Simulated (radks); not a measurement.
# Sb³⁺ in [Kr] 4d9 5s2 6s1: an all-electron calculation

Aim: the levels, the sizes of the orbitals and the parts of the energy of the antimony ion Sb3+.

Program: radks (a radial shooting solver on a logarithmic mesh, Libxc functionals) version 1. Level of theory: scalar-relativistic Kohn-Sham, HCTH/407, spin-unpolarised, spherical densities, finite nucleus. These are calculated values, not measurements, unless marked.

### Step 1. What is computed

| Property | Result |
| --- | --- |
| element | antimony (Z = 51) |
| charge | +3 |
| electrons | 48 |
| configuration | [Kr] 4d9 5s2 6s1 |
| nuclear rms radius | 4.6802 fm |

Outer shells as boxes (Hund's rule):

Sb³⁺
```
[Kr] core
4d [↑↓][↑↓][↑↓][↑↓][↑ ]
5s [↑↓]
6s [↑ ]
```

### Step 2. Self-consistent calculation

Settings of this run:

```text
Z 51
configuration [Kr] 4d9 5s2 6s1 5p0 5d0 7s0
relativity scalar-relativistic
functional hcth_407
spin unpolarised
nucleus finite rms 4.6802 fm
c 137.035999084
```

Started as:

```
> python run_ks.py task.json out
```

This one command runs every case of the session in turn.

What does the calculation give?

**Answer**, as computed:

```
                        quantity                value
                    total energy  -6481.65257 hartree
exchange-correlation share of it               2.67 %
                            −T/E               1.0457
          highest occupied level       6s, -18.476 eV
    most extended occupied level  6s, <r> = 4.06 bohr
 radius at density 0.001 e/bohr³            4.70 bohr
    maxima of the radial density                    4
```

6 principal shells are occupied and 4 maxima appear in the radial density; where shells overlap, one shows as a shoulder or not at all. Relativity lifts −T/E to 1.046. This is not the tabulated ground configuration, so its levels and sizes aren't those of the ground state, and no measured value stands beside it.
